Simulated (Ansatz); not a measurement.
The system is Hf2Pd2Se2Br2O3.

```xyz
11
Lattice="5.7590 0.0000 0.0000 -2.8795 4.9874 0.0000 0.0000 0.0000 8.5255" Properties=species:S:1:pos:R:3 pbc="T T T"
Hf    0.0000    3.3250    4.6209
Hf    2.8795    1.6625    4.6209
Pd    0.0000    3.3250    1.0981
Pd    2.8795    1.6625    1.0981
Se    0.0000    3.3250    7.2954
Se    2.8795    1.6625    7.2954
Br    0.0000    0.0000    1.1846
Br    0.0000    0.0000    5.5743
O     2.8795    0.0000    3.6628
O    -1.4397    2.4937    3.6628
O     1.4397    2.4937    3.6628
```

The cell was built by a generator and needn't be a form met in nature.

* Program: Ansatz 0.2.0
* Task: relaxation of cell and atoms
* Functional: r2SCAN
* Dispersion: rVV10
* Potentials or basis: Ansatz PAW
* Cutoff: 500 eV (not typed: the program's choice for these potentials)
* k mesh: 4 × 4 × 3
* Occupations: fermi-dirac, width 0.05 eV
* Spin: no spin polarisation

At the start: volume 22.26 Å³/atom.

**Question.** How do energy, volume and symmetry change on relaxing?

**Answer.** It ends after 7 steps and the volume is 20.53 Å³/atom (-7.8 %); space group P6mm (No. 183, to 0.05 Å).

The path:
| step | energy change (eV) | largest force (eV/Å) | volume (Å³) |
| --- | --- | --- | --- |
| 1 | 0.0000 | 0.5106 | 244.87 |
| 2 | -0.1986 | 0.5745 | 225.56 |
| 3 | -0.2104 | 0.1057 | 227.45 |
| 4 | -0.2158 | 0.0855 | 226.26 |
| 5 | -0.2167 | 0.0236 | 225.76 |
| 6 | -0.2167 | 0.0012 | 225.83 |
| 7 | -0.2095 | 0.0030 | 225.83 |

Final structure:
```cif
data_structure
_symmetry_space_group_name_H-M 'P 1'
_symmetry_Int_Tables_number 1
_cell_length_a 5.6515
_cell_length_b 5.6515
_cell_length_c 8.1645
_cell_angle_alpha 90.000
_cell_angle_beta 90.000
_cell_angle_gamma 120.000
_cell_volume 225.83
loop_
_atom_site_label
_atom_site_type_symbol
_atom_site_fract_x
_atom_site_fract_y
_atom_site_fract_z
_atom_site_occupancy
Hf1 Hf 0.33333 0.66667 0.53952 1
Hf2 Hf 0.66667 0.33333 0.53952 1
Pd1 Pd 0.33333 0.66667 0.14351 1
Pd2 Pd 0.66667 0.33333 0.14351 1
Se1 Se 0.33333 0.66667 0.86216 1
Se2 Se 0.66667 0.33333 0.86216 1
Br1 Br 0.00000 0.00000 0.14351 1
Br2 Br 0.00000 0.00000 0.64671 1
O1 O 0.50000 0.00000 0.41805 1
O2 O 0.00000 0.50000 0.41805 1
O3 O 0.50000 0.50000 0.41805 1
```

Caveat: the plane-wave basis is chosen anew once the cell has moved, so the energies of steps on either side of that aren't comparable; the PAW data sets come from PBE, with cores solved anew for the run's functional, which leaves a small shift of forces and pressure.
